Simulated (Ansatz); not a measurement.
## CH₃NSi, SMILES C1=N[SiH2]1: the interaction energy of a dimer with the counterpoise correction, step by step

With Ansatz 0.2.0 through its Python package.

Notebook, run cell by cell (the value of a cell's last expression is shown):

```python
import ansatz as az
```

```python
FIRST = [
    ("C", (-0.4188, -0.9706, -0.1109)),
    ("N", (0.7306, -0.8855, 0.2646)),
    ("Si", (-0.032, 0.7527, -0.0204)),
    ("H", (-1.1021, -1.7176, -0.3389)),
    ("H", (0.801, 1.3737, -1.1058)),
    ("H", (0.0214, 1.4474, 1.3113)),
]
SECOND = [
    ("C", (-3.1394, 4.4003, 1.6044)),
    ("N", (-3.9131, 3.9075, 0.812)),
    ("Si", (-2.1913, 3.3519, 0.5416)),
    ("H", (-3.1688, 5.0722, 2.3947)),
    ("H", (-1.8541, 3.8267, -0.8435)),
    ("H", (-2.2275, 1.8602, 0.7215)),
]
```

```python
def energy(atoms, ghosts=()):
    molecule = az.Crystal.molecule()
    for symbol, xyz in atoms:
        molecule = molecule.atom(symbol, xyz)
    calc = (
        molecule.calculation()
        .basis(gaussian="cc-pVDZ")
        .functional("PBE")
        .scf(lower_state_search="off")
    )
    deck = calc.input()
    if ghosts:
        deck = deck.set(az.key.basis.gaussian.ghost_atoms, [{"symbol": s, "position_ang": list(xyz)} for s, xyz in ghosts])
    return az.Session.from_dict(deck).plan().execute().report["free_energy_ev"]

# ghost atoms carry the functions of the partner
both = energy(FIRST + SECOND)
alone = energy(FIRST) + energy(SECOND)
ghosted = energy(FIRST, SECOND) + energy(SECOND, FIRST)
print(f"dimer {both:.6f} eV")
print(f"interaction, uncorrected   {23.060548 * (both - alone):8.3f} kcal/mol")
print(f"interaction, counterpoise  {23.060548 * (both - ghosted):8.3f} kcal/mol")
print(f"basis-set superposition    {23.060548 * (alone - ghosted):8.3f} kcal/mol")
```

    dimer -20887.445715 eV
    interaction, uncorrected      3.636 kcal/mol
    interaction, counterpoise     4.297 kcal/mol
    basis-set superposition       0.662 kcal/mol

Uncorrected it is 3.636 kcal/mol, with the counterpoise correction 4.297 kcal/mol; the difference, 0.66 kcal/mol, is the superposition error. In this basis both values are repulsive.

Reading the output:
- These settings explore the input space; basis and method may be short of convergence.
- The dimer is a generated trial pose of unrelaxed monomers, not a minimum, so the figure is no binding energy, and the basis set is small.
- This level lacks the dispersion part of the attraction (electrostatics and induction are there), which can decide the sign where the interaction is weak.
- Wall time of the script: 6.4 s on 1 thread of Arm Neoverse V2, with other jobs on the host, peak memory 0.22 GiB.
